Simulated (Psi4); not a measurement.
**SnCl2F2 (SMILES [F][Sn]([F])([Cl])[Cl]): a chain of runs**

We compute a structure relaxation (singlet SnCl2F2, PBE0/def2-TZVPD), then the energy (doublet [SnCl2F2]+, UPBE0/def2-TZVPD), then a structure relaxation (doublet [SnCl2F2]+, UPBE0/def2-TZVPD) of Cl2F2Sn. 

Program for the calculation: Psi4 1.11.

## (1) The structure to begin with

SnCl2F2 has 5 atoms, charge 0, and is taken as a singlet. As SMILES, `[F][Sn]([F])([Cl])[Cl]`. Geometry: relaxed at PBE0-D4/def2-TZVP. The run starts from this shape.

Bond lengths: F1–Sn2 1.887 Å, Sn2–F3 1.887 Å, Sn2–Cl4 2.271 Å, Sn2–Cl5 2.271 Å. Angles: F1–Sn2–F3 105.5°, F1–Sn2–Cl4 109.3°, F1–Sn2–Cl5 109.3°, F3–Sn2–Cl4 109.2°, F3–Sn2–Cl5 109.2°, Cl4–Sn2–Cl5 114.0°.

## (2) A geometry optimisation at PBE0/def2-TZVPD (density fitting, core potential) (run 1)

Input file job.py:

```python
import psi4

psi4.set_memory('1600 MB')
psi4.set_num_threads(1)
psi4.core.set_output_file('output.dat', False)

m = psi4.geometry("""
F     -0.25700275    -0.60187777     3.53662244
Sn     0.05971535    -0.06916398     0.02570028
F      2.85159672    -2.04128216    -0.98851574
Cl    -3.47274970    -1.49855282    -1.94641791
Cl     0.91273772     4.07179288    -0.70562373
units au
symmetry c1
""")

e_tot = psi4.optimize("pbe0/def2-TZVPD", molecule=m)
print(f'pbe0/def2-TZVPD energy: {e_tot:.10f} Eh')
print(m.to_string(dtype='xyz', units='Angstrom'))
```

Started as:

```
$ python job.py
```

output.dat:

```text
[...]
    !!!  WARNING: ECP capability is in beta. Please check occupations closely.  !!!
[...]
  Running in c1 symmetry.
[...]
  Nuclear repulsion =  435.160609086283159
[...]
  Multiplicity = 1
[...]
  Nalpha       = 37
  Nbeta        = 37
[...]
    Number of basis functions: 228
[...]
   @DF-RKS iter   1: -1333.80522509941261   -1.09646e+00   4.26723e-03 DIIS/ADIIS
[...]
   @DF-RKS iter   7: -1334.17479583855516   -9.54969e-12   5.33514e-09 DIIS
[...]
  @DF-RKS Final Energy: -1334.17479583855516
   => Energetics <=
    Nuclear Repulsion Energy =            434.9950505577261879
    One-Electron Energy =               -2793.2075344171453253
    Two-Electron Energy =                1096.1039346665875200
    DFT Exchange-Correlation Energy =     -72.0662466457235524
    Empirical Dispersion Energy =           0.0000000000000000
    VV10 Nonlocal Energy =                  0.0000000000000000
    Total Energy =                      -1334.1747958385551556
[...]
 Multipole Moments:
 ------------------------------------------------------------------------------------
     Multipole            Electronic (a.u.)      Nuclear  (a.u.)        Total (a.u.)
 ------------------------------------------------------------------------------------
 L = 1.  Multiply by 2.5417464519 to convert [e a0] to [Debye]
 Dipole X            :          7.7726593           -8.1157323           -0.3430729
 Dipole Y            :         -7.8661286            8.2133280            0.3471995
 Dipole Z            :          7.8428677           -8.1889582           -0.3460905
 Magnitude           :                                                    0.5983520
[...]
  -Total Gradient:
     Atom            X                  Y                   Z
    ------   -----------------  -----------------  -----------------
       1        0.000046492044    -0.000109266586     0.000324384068
       2       -0.000160382935     0.000170904658    -0.000179076944
       3        0.000257568927    -0.000203204345    -0.000000059113
       4        0.000022310502    -0.000087648628     0.000041807306
       5        0.000078163764    -0.000017709706     0.000057944138
[...]
    Final optimized geometry and variables:
    Molecular point group: c1
    Full point group: C1
    Geometry (in Bohr), charge = 0, multiplicity = 1:
    F           -0.112769033249    -0.740158941051     3.721404651798
    SN           0.204861644204    -0.207325322895     0.206712758826
    F            2.999386865693    -2.181154416858    -0.809157827894
    CL          -3.327720009869    -1.635705280990    -1.765774854165
    CL           1.056999484688     3.933723243940    -0.525216928912
```

On the terminal:

```text
Some dependencies such as QCElemental have not yet finished migration to pydantic v2. If issues are encountered please downgrade pydantic or upgrade QCElemental as appropriate
Optimizer: Optimization complete!
pbe0/def2-TZVPD energy: -1334.1747958386 Eh
5
0 1 Cl2F2Sn
F                    -0.059674802465    -0.391675243878     1.969282533413
Sn                    0.108408113453    -0.109711836071     0.109387681125
F                     1.587207175308    -1.154217210354    -0.428187882357
Cl                   -1.760953592713    -0.865577958072    -0.934407811998
Cl                    0.559340038987     2.081636693776    -0.277932829439
```

Run time: 57 s. Hardware: 1 thread of AMD EPYC 7R43 (Zen 3), shared host; peak memory 1.3 GiB.

After the run. Bond lengths: F1–Sn2 1.889 Å, Sn2–F3 1.889 Å, Sn2–Cl4 2.271 Å, Sn2–Cl5 2.271 Å. Angles: F1–Sn2–F3 105.5°, F1–Sn2–Cl4 109.3°, F1–Sn2–Cl5 109.3°, F3–Sn2–Cl4 109.3°, F3–Sn2–Cl5 109.3°, Cl4–Sn2–Cl5 114.0°.

## (3) The doublet cation: a single-point energy at UPBE0/def2-TZVPD (density fitting, core potential) (run 2)

Input file input.in:

```
memory 1600 MB

molecule geom {
  1 2
  F     -0.25790604    -0.60201383     3.54036599
  Sn     0.05972479    -0.06918098     0.02567382
  F      2.85424990    -2.04300937    -0.99019759
  Cl    -3.47285741    -1.49756071    -1.94681475
  Cl     0.91186277     4.07186847    -0.70625679
  units bohr
  symmetry c1
}

set globals {
  basis def2-TZVPD
  reference uks
}

e, wfn = energy('pbe0', return_wfn=True)
```

Started as:

```
$ psi4 -n 1 input.in input.out
```

input.out:

```text
[...]
    !!!  WARNING: ECP capability is in beta. Please check occupations closely.  !!!
[...]
  Running in c1 symmetry.
[...]
  Nuclear repulsion =  434.994996345954974
[...]
  Multiplicity = 2
[...]
  Nalpha       = 37
  Nbeta        = 36
[...]
    Number of basis functions: 228
[...]
   @DF-UKS iter   1: -1333.34456320219010   -6.41688e-01   4.18780e-03 DIIS/ADIIS
[...]
   @DF-UKS iter  14: -1333.71981600849790   -4.38581e-07   6.16636e-07 DIIS
[...]
   @S^2 Observed:                7.596415216E-01
[...]
    Orbital Energies [Eh]
    ---------------------
    Alpha Occupied:
       1A   -102.019706     2A   -102.019664     3A    -24.955763
       4A    -24.955534     5A     -9.842491     6A     -9.842450
       7A     -7.579360     8A     -7.579316     9A     -7.571432
      10A     -7.571392    11A     -7.565783    12A     -7.565743
      13A     -5.456172    14A     -3.792206    15A     -3.789580
      16A     -3.787185    17A     -1.425522    18A     -1.413639
      19A     -1.364773    20A     -1.353201    21A     -1.352940
      22A     -1.334901    23A     -1.305084    24A     -1.143851
      25A     -1.131133    26A     -0.790657    27A     -0.690170
      28A     -0.688181    29A     -0.669821    30A     -0.653530
      31A     -0.647336    32A     -0.628041    33A     -0.621575
      34A     -0.621421    35A     -0.619564    36A     -0.616231
[...]
  @DF-UKS Final Energy: -1333.71981600849790
   => Energetics <=
    Nuclear Repulsion Energy =            434.9949963459549735
    One-Electron Energy =               -2776.4416936757324947
    Two-Electron Energy =                1079.5190019687188396
    DFT Exchange-Correlation Energy =     -71.7921206474390488
    Empirical Dispersion Energy =           0.0000000000000000
    VV10 Nonlocal Energy =                  0.0000000000000000
    Total Energy =                      -1333.7198160084979008
[...]
 Multipole Moments:
 ------------------------------------------------------------------------------------
     Multipole            Electronic (a.u.)      Nuclear  (a.u.)        Total (a.u.)
 ------------------------------------------------------------------------------------
 L = 1.  Multiply by 2.5417464519 to convert [e a0] to [Debye]
 Dipole X            :          7.0661368           -8.1157353           -1.0495985
 Dipole Y            :         -7.1509462            8.2133385            1.0623923
 Dipole Z            :          7.1277824           -8.1889704           -1.0611879
 Magnitude           :                                                    1.8320628
[...]
```

Run time: 39 s. Hardware: 1 thread of AMD EPYC 7R43 (Zen 3), shared host; peak memory 1 GiB.

## (4) The doublet cation: a structure relaxation at UPBE0/def2-TZVPD (density fitting) (run 3)

Input file input.dat:

```
memory 1.6 GB

molecule {
  1 2
  F     -0.136478    -0.318572     1.873481
  Sn     0.031605    -0.036609     0.013586
  F      1.510404    -1.081114    -0.523990
  Cl    -1.837757    -0.792475    -1.030210
  Cl     0.482537     2.154740    -0.373735
  symmetry c1
}

set reference uks
set geom_maxiter 50

E = optimize("pbe0/def2-TZVPD")
```

Started as:

```
$ psi4 -n 1 input.dat output.dat
```

output.dat:

```text
Psi4 1.11 release

gradient() will perform analytic gradient computation.

   => Loading Basis Set <=

    Name: DEF2-TZVPD
    Role: ORBITAL
    Keyword: BASIS

    !!!  WARNING: ECP capability is in beta. Please check occupations closely.  !!!

         ---------------------------------------------------------
                                   SCF
                              UKS Reference
                        1 Threads,   1525 MiB Core
         ---------------------------------------------------------

  ==> Geometry <==

    Molecular point group: c1
    Full point group: C1

    Geometry (in Angstrom), charge = 1, multiplicity = 2:

[... 95 lines left out ...]
    Weights Tolerance      =       1.00E-15
[... 63 lines left out ...]
   @DF-UKS iter   7: -1333.71954586774336   -5.73702e-04   1.02183e-04 ADIIS/DIIS
[... 8 lines left out ...]
   @DF-UKS iter  16: -1333.71981266285388   -1.60932e-06   1.02220e-06 DIIS
[... 8 lines left out ...]
   @DF-UKS iter  25: -1333.71981827256059   -1.50303e-08   8.23326e-08 DIIS
[... 16 lines left out ...]
   @S   Observed:                5.000000000E-01
[... 76 lines left out ...]
    Total Energy =                      -1333.7406327674123077
[... 195 lines left out ...]
    Weights Tolerance      =       1.00E-15
[... 12 lines left out ...]
   => Auxiliary Basis Set <=

  Basis Set: (DEF2-TZVPD AUX)
    Blend: DEF2-UNIVERSAL-JKFIT
    Number of shells: 172
    Number of basis functions: 628
    Number of Cartesian functions: 805
    Spherical Harmonics?: true
    Max angular momentum: 5

  Cached 100.0% of DFT collocation blocks in 0.508 [GiB].

  Minimum eigenvalue in the overlap matrix is 6.9590338586E-04.
  Reciprocal condition number of the overlap matrix is 9.1592313659E-05.
    Using symmetric orthogonalization.

  ==> Iterations <==

                           Total Energy        Delta E     RMS |[F,P]|

   @DF-UKS iter   0: -1333.73471519696614   -1.33373e+03   1.24112e-04
   @DF-UKS iter   1: -1333.74081109488429   -6.09590e-03   1.85205e-05 DIIS

[set-up sections that repeat, and orbital energies of the middle runs, are left out above]
```

Wall time 18 min (1 thread of AMD EPYC 7R43 (Zen 3), shared host).

The run was cut off at its time limit.

## (5) Summary of results

```
                                                 quantity                value
          run 1, PBE0/def2-TZVPD: total energy at the end       -1334.17480 Eh
                    run 1, PBE0/def2-TZVPD: dipole moment               1.52 D
                      run 1, PBE0/def2-TZVPD: HOMO energy            -10.25 eV
                      run 1, PBE0/def2-TZVPD: LUMO energy             -3.35 eV
                    run 1, PBE0/def2-TZVPD: HOMO–LUMO gap              6.90 eV
                      doublet cation, run 2: total energy       -1333.71982 Eh
doublet cation, run 2: HOMO energy (highest over α and β)            -15.95 eV
 doublet cation, run 2: LUMO energy (lowest over α and β)            -14.51 eV
                              doublet cation, run 2: ⟨S²⟩                0.760
                                    doublet cation, run 3  no result (timeout)
```

In words: The optimisation (run 1, PBE0/def2-TZVPD) took 2 steps and changed the energy by -0.000 eV. 1 of the 3 runs did not end normally.
